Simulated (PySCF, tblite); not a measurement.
# C₅H₈BCl: dynamics, then NMR shifts on frames, part 2 of 2

tblite 0.8.0 and PySCF 2.14.0. Atoms count from 0. The steps go on from the part before.

## (5) NMR shieldings: 625 fs, PBE0/pcSseg-1

What the job is given:

```
{"job": {"kind": "nmr", "xc": "PBE0", "basis": "pcSseg-1", "pop": false}, "charge": 0, "multiplicity": 1}
B      2.154200     0.666000     0.185300
C      0.901900     0.507000    -0.718300
C     -0.322300     1.406600    -0.780900
Cl    -0.327800     2.882800     0.274400
C     -0.418600     0.084400    -0.125500
C     -1.284200    -1.102000    -0.105500
C     -0.868000    -0.403500     1.169700
H      2.037700     1.261300     1.195300
H      3.220200     0.540300    -0.199600
H      1.080400     0.074900    -1.708200
H     -0.633200     1.522300    -1.769600
H     -0.867200    -1.980400    -0.475900
H     -2.268900    -0.990300    -0.366600
H     -0.048600    -0.836000     1.732300
H     -1.536700     0.190800     1.710600
```

Method: GIAO PBE0/pcSseg-1 NMR shielding, non-relativistic, gas phase.

Output:

```text
coarse grid: 13104 points
cycle   1  E = -679.7352820240  dE =  1.126e+00  |g| = 3.548e-01  |ddm| = 3.513e+00
cycle   2  E = -679.7319542658  dE =  3.328e-03  |g| = 4.024e-01  |ddm| = 7.346e-01
cycle   3  E = -679.7703469308  dE = -3.839e-02  |g| = 6.568e-02  |ddm| = 4.275e-01
cycle   4  E = -679.7712454175  dE = -8.985e-04  |g| = 2.747e-02  |ddm| = 9.808e-02
cycle   5  E = -679.7714240043  dE = -1.786e-04  |g| = 6.446e-03  |ddm| = 3.439e-02
cycle   6  E = -679.7714338913  dE = -9.887e-06  |g| = 2.356e-03  |ddm| = 1.011e-02
final grid: 121976 points
cycle   7  E = -679.8107266511  dE = -4.108e-05  |g| = 9.790e-03  |ddm| = 3.222e-02
cycle   8  E = -679.8107066193  dE =  2.003e-05  |g| = 1.322e-02  |ddm| = 2.380e-02
cycle   9  E = -679.8107516916  dE = -4.507e-05  |g| = 1.446e-03  |ddm| = 1.453e-02
cycle  10  E = -679.8107521438  dE = -4.522e-07  |g| = 3.379e-04  |ddm| = 1.677e-03
cycle  11  E = -679.8107521690  dE = -2.519e-08  |g| = 8.204e-05  |ddm| = 3.859e-04
cycle  12  E = -679.8107521704  dE = -1.415e-09  |g| = 3.280e-05  |ddm| = 1.072e-04
cycle  13  E = -679.8107521707  dE = -2.451e-10  |g| = 4.954e-06  |ddm| = 3.529e-05
converged SCF energy = -679.8107521707

GIAO shielding tensors (ppm)
atom      isotropic    diamagn.    paramagn.     s11        s22        s33       span
  0 B        7.721     190.518    -182.796    -67.017    -43.381    133.562    200.579
  1 C      151.614     252.734    -101.121    100.151    167.188    187.502     87.351
  2 C      123.121     251.530    -128.409     86.383    107.700    175.281     88.897
  3 Cl     792.554    1146.613    -354.059    593.210    701.619   1082.834    489.624
  4 C      150.153     252.444    -102.291     90.376    172.416    187.667     97.291
  5 C      183.665     251.059     -67.394    156.936    180.323    213.737     56.801
  6 C      181.181     251.690     -70.508    156.448    178.033    209.062     52.613
  7 H       23.774      29.481      -5.707     14.098     27.011     30.213     16.115
  8 H       23.398      29.859      -6.461     16.176     26.074     27.943     11.766
  9 H       29.609      31.912      -2.303     24.037     26.593     38.198     14.161
 10 H       28.324      31.913      -3.589     21.626     27.795     35.552     13.926
 11 H       31.977      32.045      -0.068     25.397     28.458     42.076     16.679
 12 H       32.312      31.882       0.430     26.162     29.036     41.738     15.575
 13 H       30.533      30.844      -0.311     24.308     27.190     40.101     15.793
 14 H       31.207      31.106       0.101     25.810     28.247     39.565     13.756
```

Wall time 17 s (1 thread of Arm Neoverse V1, shared host); peak memory 0.82 GiB.

In short: δ C2 63.8, C4 36.8, C1 35.3, C6 5.7, H8 8.32, H7 7.94 ppm.

## (6) NMR shieldings: 800 fs, PBE0/pcSseg-1

What the job is given:

```
{"job": {"kind": "nmr", "xc": "PBE0", "basis": "pcSseg-1", "pop": false}, "charge": 0, "multiplicity": 1}
B      2.051800     1.049200     0.857800
C      1.213000     0.539900    -0.321600
C     -0.174900     1.335000    -0.538200
Cl    -0.634700     2.673800     0.454000
C     -0.142700    -0.043000    -0.113400
C     -0.852500    -1.234800    -0.615400
C     -0.856000    -0.934400     0.855800
H      1.555000     1.224500     1.895300
H      3.205800     1.199400     0.589500
H      1.700800     0.352500    -1.272800
H     -0.330700     1.518200    -1.597500
H     -0.302200    -2.088300    -0.959400
H     -1.786900    -1.095500    -1.066900
H     -0.262800    -1.480400     1.614300
H     -1.708000    -0.618300     1.387400
```

Method: GIAO PBE0/pcSseg-1 NMR shielding, non-relativistic, gas phase.

Output:

```text
coarse grid: 13104 points
cycle   1  E = -679.7443295120  dE =  1.088e+00  |g| = 3.527e-01  |ddm| = 3.516e+00
cycle   2  E = -679.7355179094  dE =  8.812e-03  |g| = 4.257e-01  |ddm| = 7.608e-01
cycle   3  E = -679.7791950748  dE = -4.368e-02  |g| = 6.636e-02  |ddm| = 4.640e-01
cycle   4  E = -679.7801438638  dE = -9.488e-04  |g| = 2.648e-02  |ddm| = 9.765e-02
cycle   5  E = -679.7803065427  dE = -1.627e-04  |g| = 7.129e-03  |ddm| = 3.451e-02
cycle   6  E = -679.7803189728  dE = -1.243e-05  |g| = 2.362e-03  |ddm| = 1.118e-02
cycle   7  E = -679.7803201783  dE = -1.205e-06  |g| = 5.485e-04  |ddm| = 2.877e-03
final grid: 121976 points
cycle   8  E = -679.8198399452  dE = -4.232e-05  |g| = 7.585e-03  |ddm| = 3.105e-02
cycle   9  E = -679.8198338301  dE =  6.115e-06  |g| = 8.908e-03  |ddm| = 1.634e-02
cycle  10  E = -679.8198543140  dE = -2.048e-05  |g| = 1.369e-03  |ddm| = 1.008e-02
cycle  11  E = -679.8198547222  dE = -4.081e-07  |g| = 3.141e-04  |ddm| = 1.720e-03
cycle  12  E = -679.8198547442  dE = -2.206e-08  |g| = 7.561e-05  |ddm| = 3.400e-04
cycle  13  E = -679.8198547455  dE = -1.263e-09  |g| = 2.595e-05  |ddm| = 1.098e-04
cycle  14  E = -679.8198547456  dE = -1.544e-10  |g| = 6.019e-06  |ddm| = 3.259e-05
converged SCF energy = -679.8198547456

GIAO shielding tensors (ppm)
atom      isotropic    diamagn.    paramagn.     s11        s22        s33       span
  0 B       12.896     193.268    -180.372    -70.473    -20.554    129.715    200.188
  1 C      150.356     252.399    -102.043     95.390    163.027    192.652     97.262
  2 C      129.190     250.113    -120.922     97.311    120.260    170.001     72.690
  3 Cl     853.349    1146.551    -293.203    698.282    789.100   1072.664    374.381
  4 C      151.593     250.345     -98.752     98.804    158.816    197.159     98.356
  5 C      178.620     250.104     -71.484    150.925    180.696    204.240     53.315
  6 C      175.620     250.355     -74.735    140.519    181.741    204.599     64.080
  7 H       23.805      29.468      -5.662     13.222     27.245     30.949     17.727
  8 H       23.421      28.944      -5.523     15.797     26.493     27.974     12.178
  9 H       29.544      31.934      -2.390     24.162     27.054     37.416     13.254
 10 H       27.906      30.427      -2.521     20.455     27.801     35.460     15.005
 11 H       30.953      30.582       0.372     25.495     26.966     40.399     14.904
 12 H       31.652      31.190       0.461     25.793     28.455     40.707     14.913
 13 H       29.772      29.886      -0.114     24.340     26.289     38.687     14.347
 14 H       30.763      31.157      -0.394     25.596     27.758     38.935     13.339
```

Wall time 18 s (1 thread of Arm Neoverse V1, shared host); peak memory 0.82 GiB.

In short: δ C2 57.7, C1 36.6, C4 35.3, C6 11.3, H8 8.30, H7 7.91 ppm.

## (7) NMR shieldings: 1000 fs, PBE0/pcSseg-1

What the job is given:

```
{"job": {"kind": "nmr", "xc": "PBE0", "basis": "pcSseg-1", "pop": false}, "charge": 0, "multiplicity": 1}
B      2.036200     1.128600     1.272700
C      1.407700     0.789000    -0.101600
C      0.099700     1.391900    -0.641200
Cl    -0.643900     2.736400     0.187800
C      0.072600     0.039400    -0.111900
C     -0.436700    -1.257700    -0.550000
C     -0.783900    -0.803500     0.826800
H      1.285200     1.330500     2.137100
H      3.119700     0.873300     1.608600
H      1.942700     0.512600    -0.988100
H     -0.072800     1.592500    -1.697800
H      0.330900    -2.060600    -0.615400
H     -1.236800    -1.353700    -1.370000
H     -0.292600    -1.162700     1.659700
H     -1.706900    -0.249200     1.051900
```

Method: GIAO PBE0/pcSseg-1 NMR shielding, non-relativistic, gas phase.

Output:

```text
coarse grid: 13104 points
cycle   1  E = -679.7434651335  dE =  1.038e+00  |g| = 3.228e-01  |ddm| = 3.496e+00
cycle   2  E = -679.7430720602  dE =  3.931e-04  |g| = 3.576e-01  |ddm| = 7.000e-01
cycle   3  E = -679.7737459181  dE = -3.067e-02  |g| = 5.621e-02  |ddm| = 3.975e-01
cycle   4  E = -679.7743830089  dE = -6.371e-04  |g| = 2.549e-02  |ddm| = 8.743e-02
cycle   5  E = -679.7745335004  dE = -1.505e-04  |g| = 6.328e-03  |ddm| = 3.277e-02
cycle   6  E = -679.7745428352  dE = -9.335e-06  |g| = 2.324e-03  |ddm| = 1.014e-02
final grid: 121976 points
cycle   7  E = -679.8129816114  dE = -3.613e-05  |g| = 9.164e-03  |ddm| = 3.157e-02
cycle   8  E = -679.8129627369  dE =  1.887e-05  |g| = 1.257e-02  |ddm| = 2.310e-02
cycle   9  E = -679.8130036356  dE = -4.090e-05  |g| = 1.407e-03  |ddm| = 1.416e-02
cycle  10  E = -679.8130040663  dE = -4.308e-07  |g| = 3.302e-04  |ddm| = 1.596e-03
cycle  11  E = -679.8130040909  dE = -2.457e-08  |g| = 6.781e-05  |ddm| = 3.704e-04
cycle  12  E = -679.8130040919  dE = -9.823e-10  |g| = 2.603e-05  |ddm| = 1.032e-04
converged SCF energy = -679.8130040919

GIAO shielding tensors (ppm)
atom      isotropic    diamagn.    paramagn.     s11        s22        s33       span
  0 B       14.708     193.870    -179.162    -52.769    -37.418    134.310    187.079
  1 C      156.381     253.050     -96.669    108.918    162.322    197.904     88.985
  2 C      129.740     249.137    -119.397     89.896    125.658    173.666     83.771
  3 Cl     831.929    1147.038    -315.109    666.013    754.265   1075.509    409.496
  4 C      149.708     253.153    -103.446     83.748    162.935    202.440    118.692
  5 C      165.892     250.468     -84.576    140.176    168.406    189.095     48.919
  6 C      181.880     251.530     -69.650    154.879    176.640    214.122     59.243
  7 H       24.325      30.220      -5.895     14.755     27.292     30.928     16.172
  8 H       23.771      29.600      -5.829     18.083     25.496     27.735      9.652
  9 H       30.154      31.778      -1.624     24.306     27.353     38.803     14.498
 10 H       27.210      30.630      -3.420     18.960     27.661     35.009     16.049
 11 H       29.664      29.553       0.111     24.114     26.287     38.590     14.476
 12 H       28.601      28.324       0.276     23.423     25.594     36.785     13.363
 13 H       31.876      32.272      -0.396     26.068     28.094     41.466     15.398
 14 H       29.922      29.814       0.108     23.800     27.882     38.082     14.282
```

Wall time 17 s (1 thread of Arm Neoverse V1, shared host); peak memory 0.82 GiB.

This run: δ C2 57.2, C4 37.2, C1 30.5, C5 21.0, H8 7.95, H7 7.39 ppm.

## (8) Run by run: NMR shifts

Shifts (ppm) of some atoms, chosen among heavy atoms and hydrogens apart, with basis size and wall time:

| frame | C2 | C5 | C6 | H14 | H12 | B0 | Cl3 | functions | time |
| --- | --- | --- | --- | --- | --- | --- | --- | --- | --- |
| 250 fs | 54.8 | 15.4 | 9.3 | 2.90 | 1.90 | 90.4 | 117 | 166 | 16 s |
| 425 fs | 54.1 | 12.6 | 14.3 | 2.90 | 1.94 | 92.9 | 113 | 166 | 17 s |
| 625 fs | 63.8 | 3.3 | 5.7 | 0.51 | -0.59 | 92.3 | 157 | 166 | 17 s |
| 800 fs | 57.7 | 8.3 | 11.3 | 0.95 | 0.07 | 87.2 | 96 | 166 | 18 s |
| 1000 fs | 57.2 | 21.0 | 5.0 | 1.80 | 3.12 | 85.4 | 118 | 166 | 17 s |

## (9) What came out

This closing draws on all 2 parts.

| quantity | value |
| --- | --- |
| thermostat | 200 K |
| mean temperature, second half | 220 K |
| mean potential energy above the minimum | 0.36 eV |
| 13C shifts against TMS (PBE0/pcSseg-1, 250 fs) | 54.8, 41.0, 37.4, 15.4, 9.3 ppm |
| 1H shifts against TMS (PBE0/pcSseg-1, 250 fs) | 8.42, 7.90, 3.54, 2.90, 2.41, 1.90, 1.46, 0.80 ppm |
| 11B shifts against BF3·OEt2 (PBE0/pcSseg-1, 250 fs) | 90.4 ppm |
| 35Cl shifts against HCl (PBE0/pcSseg-1, 250 fs) | 117 ppm |
| range of the shift of Cl3 | 96 to 157 ppm |

What this shows: In the second half the potential energy averages 0.36 eV above the minimum; equipartition over 39 harmonic modes at 200 K would give 0.34 eV. With 15 atoms the temperature swings widely (70 to 302 K). Shifts at one fixed geometry are not the observed spectrum, which averages over the motion. In the first frame run (250 fs): Shielding is most anisotropic at Cl3 (span 409 ppm, paramagnetic term -315 ppm). Across the 5 runs the shift of Cl3 moves most, between 96 (800 fs) and 157 ppm (625 fs).
